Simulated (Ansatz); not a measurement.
**ClFGeH4Si: harmonic frequencies at the relaxed geometry, by script**

At which frequencies does ClFGeH4Si vibrate? The task is harmonic frequencies at the relaxed geometry, for ClFGeH4Si. SMILES: F[SiH2][GeH2][Cl].

All numbers are computed with Ansatz 0.2.0, driven from Python. Level of theory: PBE0/def2-SVP.

**1. The system**

Bond lengths: F1–Si2 1.631 Å, Si2–Ge3 2.302 Å, Ge3–Cl4 2.120 Å, Si2–H5 1.484 Å, Si2–H6 1.479 Å, Ge3–H7 1.610 Å, Ge3–H8 1.521 Å. Angles: F1–Si2–Ge3 107.4°, F1–Si2–H5 110.5°, F1–Si2–H6 109.8°, Ge3–Si2–H5 109.0°, Ge3–Si2–H6 110.6°, H5–Si2–H6 109.4°, Si2–Ge3–Cl4 110.9°, Si2–Ge3–H7 108.5°, Si2–Ge3–H8 110.0°, Cl4–Ge3–H7 107.5°, Cl4–Ge3–H8 112.9°, H7–Ge3–H8 106.8°.

The script holds or builds the structure itself.

**2. The script**

clfgeh4si_freq.py

```python
"""Harmonic frequencies of ClFGeH4Si at its relaxed geometry."""

import ansatz
from ase import Atoms
from ase.thermochemistry import IdealGasThermo
import numpy as np


def main() -> None:
    geometry_ang = [
        ("F", [-1.8963, 1.2237, 0.0325]),
        ("Si", [-0.2683, 1.1448, 0.0942]),
        ("Ge", [0.3164, -1.0801, 0.0187]),
        ("Cl", [-0.29, -1.9599, -1.8119]),
        ("H", [0.331, 1.8423, -1.0702]),
        ("H", [0.2167, 1.7689, 1.3442]),
        ("H", [1.9206, -1.1912, 0.1014]),
        ("H", [-0.2378, -1.8055, 1.2352]),
    ]
    clfgeh4si = ansatz.Crystal.molecule()
    for symbol, xyz in geometry_ang:
        clfgeh4si = clfgeh4si.atom(symbol, xyz)

    setup = (
        clfgeh4si.calculation()
        .basis(gaussian="def2-SVP")
        .functional("pbe0")
    )
    symbols = [site.symbol for site in clfgeh4si.cartesian_sites]
    start = np.array([site.position_ang for site in clfgeh4si.cartesian_sites], dtype=float)
    data = setup.relax(force_tolerance=0.003, max_steps=100).run().report
    end = np.array(data["positions_ang"])

    print("final positions (A) and the move of each atom")
    for symbol, xyz, old in zip(symbols, end, start):
        print(f"{symbol:2s} {xyz[0]:10.5f} {xyz[1]:10.5f} {xyz[2]:10.5f}   {np.linalg.norm(xyz - old):7.4f}")

    # frequencies need a stationary point, so they are taken at the relaxed geometry
    minimum = ansatz.Crystal.molecule()
    for symbol, xyz in zip(symbols, end):
        minimum = minimum.atom(symbol, xyz.tolist())
    vibrating = (
        minimum.calculation()
        .basis(gaussian="def2-SVP")
        .functional("pbe0")
        .phonons(temperatures=(298.15, 498.15, 100))
    )
    vib = vibrating.run().report["vibrations"]
    sums = vib["harmonic_sums"]
    modes = [m["omega_inv_cm"] for m in sums["modes_at_gamma"] if m["rigid_motion"] == "no"]
    print("frequencies (1/cm):", " ".join(f"{w:.0f}" for w in modes))
    print("imaginary modes:", sum(w < 0 for w in modes), " zero-point energy:", round(sums["zero_point_energy_ev"], 4), "eV")
    # rigid rotor and ideal gas, symmetry number taken as one
    gas = IdealGasThermo(vib_energies=[w / 8065.544 for w in modes if w > 0], geometry="linear" if len(modes) == 3 * len(symbols) - 5 else "nonlinear",
                         atoms=Atoms(symbols, positions=end), symmetrynumber=1, spin=0.0)
    print(f"H(298 K) - E = {gas.get_enthalpy(298.15, verbose=False):.4f} eV")
    print(f"S(298 K, 1 bar) = {96485.33 * gas.get_entropy(298.15, 1e5, verbose=False):.1f} J/(mol K) with symmetry number 1")


if __name__ == "__main__":
    main()
```

**3. The input behind the calls**

The engine receives this input (first run):

```yaml
crystal:
  periodic: [false, false, false]
  atoms:
    - { symbol: F, position_ang: [-1.8963, 1.2237, 0.0325] }
    - { symbol: Si, position_ang: [-0.2683, 1.1448, 0.0942] }
    - { symbol: Ge, position_ang: [0.3164, -1.0801, 0.0187] }
    - { symbol: Cl, position_ang: [-0.29, -1.9599, -1.8119] }
    - { symbol: H, position_ang: [0.331, 1.8423, -1.0702] }
    - { symbol: H, position_ang: [0.2167, 1.7689, 1.3442] }
    - { symbol: H, position_ang: [1.9206, -1.1912, 0.1014] }
    - { symbol: H, position_ang: [-0.2378, -1.8055, 1.2352] }
basis:
  gaussian:
    orbitals: def2-SVP
hamiltonian:
  xc: pbe0
relax:
  f_tol: 0.003
  max_steps: 100
```

**4. The run**

Run with:

```bash
$ python clfgeh4si_freq.py
```

Q: Predict the main results. Wanted: moves of the relaxation of run 1; energy gained in run 1; last largest force component of run 1; highest frequency; imaginary modes; zero-point energy.

As calculated:

```
                             quantity        value
                        runs compared            2
     moves of the relaxation of run 1           10
               energy gained in run 1     0.144 eV
last largest force component of run 1  0.0024 eV/Å
                    highest frequency    2264 cm⁻¹
                      imaginary modes            0
                    zero-point energy     1.023 eV
```

What this shows: Run 1: The relaxation took 10 moves; the largest shift is 0.186 Å, of atom 8 (H). All frequencies are real, so the geometry is a minimum. The values are harmonic; measured fundamentals also hold anharmonic shifts, mostly downward for stretches. The frequencies are harmonic and unscaled, in a modest basis. The result belongs to the one conformer reached from this start, and soft torsions count as harmonic oscillators. The entropy takes a symmetry number of 1; a symmetric molecule's is lower by R ln(sigma).
